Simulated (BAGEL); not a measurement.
# HF/6-31G(d) (density fitting with qzvpp-jkfit, spherical functions) run of SiCl4 (silicon tetrachloride)

Aim: the energy change on altering one bond length of SiCl4 (silicon tetrachloride) at HF/6-31G* (density fitting with qzvpp-jkfit, spherical functions), from 2 runs. 

The calculation is run with BAGEL 1.2.2.

4 further runs of the same task are left out: 3 that didn't finish, 1 set aside as unsound or not needed.

### 1 The molecule

The species is SiCl4 (5 atoms), meant as a singlet with charge 0. As SMILES, `Cl[Si](Cl)(Cl)Cl`. The shape is that of a GFN2-xTB optimisation.

Bond lengths: Si1–Cl2 2.014 Å, Si1–Cl3 2.014 Å, Si1–Cl4 2.014 Å, Si1–Cl5 2.014 Å. Angles: Cl2–Si1–Cl3 109.6°, Cl2–Si1–Cl4 109.3°, Cl2–Si1–Cl5 109.4°, Cl3–Si1–Cl4 109.5°, Cl3–Si1–Cl5 109.6°, Cl4–Si1–Cl5 109.4°.

### 2 A single-point energy at HF/6-31G(d) (density fitting with qzvpp-jkfit, spherical functions)

Input file calc.json:

```json
{ "bagel": [

{
  "title": "molecule",
  "basis": "6-31gs.json",
  "df_basis": "qzvpp-jkfit",
  "angstrom": true,
  "geometry": [
    { "atom": "Si", "xyz": [       0.001880,      -0.001400,      -0.000450 ] },
    { "atom": "Cl", "xyz": [       0.008380,      -0.016650,       2.013610 ] },
    { "atom": "Cl", "xyz": [       1.896760,       0.011570,      -0.682240 ] },
    { "atom": "Cl", "xyz": [      -0.956420,       1.646440,      -0.650650 ] },
    { "atom": "Cl", "xyz": [      -0.950600,      -1.639970,      -0.680260 ] }
  ]
},

{
  "title": "hf"
},

{
  "title": "print",
  "file": "orbitals.molden",
  "orbitals": true
}

]}
```

The basis set 6-31G* is read from a file made from the Basis Set Exchange's data (not shown).

Launch:

```bash
$ BAGEL_NUM_THREADS=1 BAGEL calc.json > calc.out
```

Standard output:

```text
* using 1 threads per process

  ===============================================================
  ===============================================================

  *** Geometry ***

  { "atom" : "Si", "xyz" : [      0.003553,     -0.002646,     -0.000850 ] },
  { "atom" : "Cl", "xyz" : [      0.015836,     -0.031464,      3.805171 ] },
  { "atom" : "Cl", "xyz" : [      3.584357,      0.021864,     -1.289247 ] },
  { "atom" : "Cl", "xyz" : [     -1.807372,      3.111321,     -1.229550 ] },
  { "atom" : "Cl", "xyz" : [     -1.796374,     -3.099094,     -1.285505 ] },

  Number of auxiliary basis functions:      640

  Since a DF basis is specified, we compute 2- and 3-index integrals:
    o Being stored without compression. Storage requirement is 0.041 GB

  Number of basis functions:       90
  Number of electrons      :       82

    * METHOD: MOLECULE                             0.40

  *** RHF ***

  === Nuclear Repulsion ===
   529.1678267259

      * DIIS with orbital gradients will be used.

  === RHF iteration (6-31gs.json) ===
      0      -2126.92857431          0.01022380           0.20
      1      -2127.00897832          0.00613366           0.20
      2      -2127.03853245          0.00068450           0.19
      3      -2127.03925970          0.00012024           0.20
      4      -2127.03928692          0.00002759           0.19
      5      -2127.03928840          0.00000639           0.19
      6      -2127.03928846          0.00000094           0.19
      7      -2127.03928846          0.00000011           0.19
      8      -2127.03928846          0.00000003           0.20
      9      -2127.03928846          0.00000000           0.20
    * SCF iteration converged.

    * Permanent dipole moment:
           (   -0.006198,     0.005297,     0.001967) a.u.

    * METHOD: HF                                   2.23

    * METHOD: PRINT                                0.01

  ===============================================================
```

Wall time 2.8 s (1 thread of Arm Neoverse V2, shared host); peak memory 0.18 GiB.

### 3 The distorted shape, same level

Input file input.json:

```json
{ "bagel": [

{
  "title": "molecule",
  "basis": "6-31gs.json",
  "df_basis": "qzvpp-jkfit",
  "angstrom": true,
  "geometry": [
    { "atom": "Si", "xyz": [      -0.001370,       0.006225,      -1.007488 ] },
    { "atom": "Cl", "xyz": [       0.008380,      -0.016650,       2.013610 ] },
    { "atom": "Cl", "xyz": [       1.893510,       0.019195,      -1.689278 ] },
    { "atom": "Cl", "xyz": [      -0.959670,       1.654065,      -1.657688 ] },
    { "atom": "Cl", "xyz": [      -0.953850,      -1.632345,      -1.687298 ] }
  ]
},

{ "title": "hf" },

{ "title": "print", "file": "orbitals.molden", "orbitals": true }

]}
```

The basis set 6-31G* is read from a file made from the Basis Set Exchange's data (not shown).

Launch:

```bash
$ BAGEL_NUM_THREADS=1 BAGEL input.json > input.out
```

Standard output:

```text
* using 1 threads per process

  ===============================================================
  ===============================================================

  *** Geometry ***

  { "atom" : "Si", "xyz" : [     -0.002589,      0.011764,     -1.903876 ] },
  { "atom" : "Cl", "xyz" : [      0.015836,     -0.031464,      3.805171 ] },
  { "atom" : "Cl", "xyz" : [      3.578215,      0.036273,     -3.192273 ] },
  { "atom" : "Cl", "xyz" : [     -1.813513,      3.125730,     -3.132576 ] },
  { "atom" : "Cl", "xyz" : [     -1.802515,     -3.084685,     -3.188531 ] },

  Number of auxiliary basis functions:      640

  Since a DF basis is specified, we compute 2- and 3-index integrals:
    o Being stored without compression. Storage requirement is 0.041 GB

  Number of basis functions:       90
  Number of electrons      :       82

    * METHOD: MOLECULE                             0.41

  *** RHF ***

  === Nuclear Repulsion ===
   479.3172814964

      * DIIS with orbital gradients will be used.

  === RHF iteration (6-31gs.json) ===
      0      -2126.73609707          0.01187846           0.21
      1      -2126.83847478          0.00898969           0.19
      2      -2126.92038512          0.00081398           0.19
      3      -2126.92180656          0.00022056           0.20
      4      -2126.92193649          0.00007178           0.20
      5      -2126.92195380          0.00002367           0.19
      6      -2126.92195632          0.00000779           0.20
      7      -2126.92195658          0.00000197           0.20
      8      -2126.92195660          0.00000074           0.19
      9      -2126.92195660          0.00000021           0.19
     10      -2126.92195660          0.00000005           0.20
     11      -2126.92195660          0.00000002           0.19
     12      -2126.92195660          0.00000001           0.20
    * SCF iteration converged.

    * Permanent dipole moment:
           (    0.002306,    -0.011178,     2.006339) a.u.

    * METHOD: HF                                   2.82

    * METHOD: PRINT                                0.01

  ===============================================================
```

Run time: 3.6 s. Hardware: 1 thread of Arm Neoverse V2, shared host; peak memory 0.18 GiB.

### 4 What came out

Level: HF/6-31G* (density fitting with qzvpp-jkfit, spherical functions).

| quantity | value |
| --- | --- |
| first shape: total energy | -2127.03929 Eh |
| first shape: dipole moment | 0.02 D |
| first shape: HOMO energy | -13.05 eV |
| first shape: LUMO energy | 3.44 eV |
| first shape: HOMO–LUMO gap | 16.50 eV |
| distorted shape: total energy | -2126.92196 Eh |
| distorted shape: dipole moment | 5.10 D |
| distorted shape: HOMO energy | -11.27 eV |
| distorted shape: LUMO energy | -1.51 eV |
| distorted shape: HOMO–LUMO gap | 9.76 eV |
| energy change with the Si1–Cl2 bond stretched from 2.014 to 3.021 Å | 3.193 eV |

**Reading.** With the Si1–Cl2 bond stretched from 2.014 to 3.021 Å the energy rises by 3.19 eV (74 kcal/mol). The first shape isn't relaxed at this level, so the change isn't measured from a minimum. A restricted reference can't describe the breaking bond well at this length.
